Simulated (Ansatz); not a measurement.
# CoPdO2: the cost of one run

Program: Ansatz 0.2.0. Level of theory: DFT PBEsol+U (U_eff = 6 eV on Co d, Pd d), plane waves, PAW. These are calculated values, not measurements.

7 further runs of the same task are left out: 7 that didn't finish.

**1. The system as given**

Symmetry: R-3m, No. 166, trigonal system. Conventional cell: a = 2.845 Å, b = 2.845 Å, c = 17.880 Å, α = 90.00°, β = 90.00°, γ = 120.00°. Co (site symmetry -3m) is surrounded by 6 O at 1.91 Å. Pd (site symmetry -3m) is surrounded by 2 O at 2.01 Å. O (site symmetry 3m) is surrounded by 3 Co at 1.91 Å and 1 Pd at 2.01 Å.

Structure file:

```cif
data_structure
_symmetry_space_group_name_H-M 'P 1'
_symmetry_Int_Tables_number 1
_cell_length_a 6.1822
_cell_length_b 6.1822
_cell_length_c 6.1822
_cell_angle_alpha 26.605
_cell_angle_beta 26.605
_cell_angle_gamma 26.605
_cell_volume 41.78
loop_
_atom_site_label
_atom_site_type_symbol
_atom_site_fract_x
_atom_site_fract_y
_atom_site_fract_z
_atom_site_occupancy
Co1 Co 0.50000 0.50000 0.50000 1
Pd1 Pd 0.00000 0.00000 0.00000 1
O1 O 0.11215 0.11215 0.11215 1
O2 O 0.88785 0.88785 0.88785 1
```

An earlier series on this cell reached its lowest free state from «total moment held at first, then free, 2.50 μB per cell», perhaps among other starts.

**2. Ferrimagnetic site moments held at first, then free**

input.yaml

```yaml
crystal:
  lattice:
    - [1.42249981, 0.82128065, 5.96000126]
    - [-1.42249981, 0.82128065, 5.96000126]
    - [0.0, -1.6425613, 5.96000126]
  atoms:
    - { symbol: Co, position: [0.5, 0.5, 0.5], spin: 2.05 }
    - { symbol: Pd, position: [0.0, 0.0, 0.0], spin: -0.8 }
    - { symbol: O, position: [0.11215, 0.11215, 0.11215] }
    - { symbol: O, position: [0.88785, 0.88785, 0.88785] }
basis:
  ecutwfc: 420
  ecutrho_ratio: 4
kpoints:
  mp_grid: { grid: [8, 8, 8] }
hamiltonian:
  xc: pbesol
  hubbard:
    sites: [{ site: 0, l: d, u_eff: 6.0 }, { site: 1, l: d, u_eff: 6.0 }]
scf:
  occupations: { method: gaussian, width: 0.05 }
  lower_state_search: "off"
  max_iter: 150
output:
  forces: true
  stress: true
  eigenvalues: true
  populations: true
  hubbard: { sites: [{ site: 0, l: d }, { site: 1, l: d }] }
magnetization:
  spin_polarized: true
  spin_locking: { lock_spins: true, n_iters: 12 }
```

The lock is temporary (n_iters 12) and is released on the way.

Launch:

```
$ ansatz run input.yaml --threads 2 --pin off --max-ram 3072MiB --backend cpu --events-out ev --progress --plain --runs-dir out
```

Q: Estimate wall time and peak memory on 2 threads of Arm Neoverse V2, shared host.

About 16 s, with a peak of 0.46 GiB.
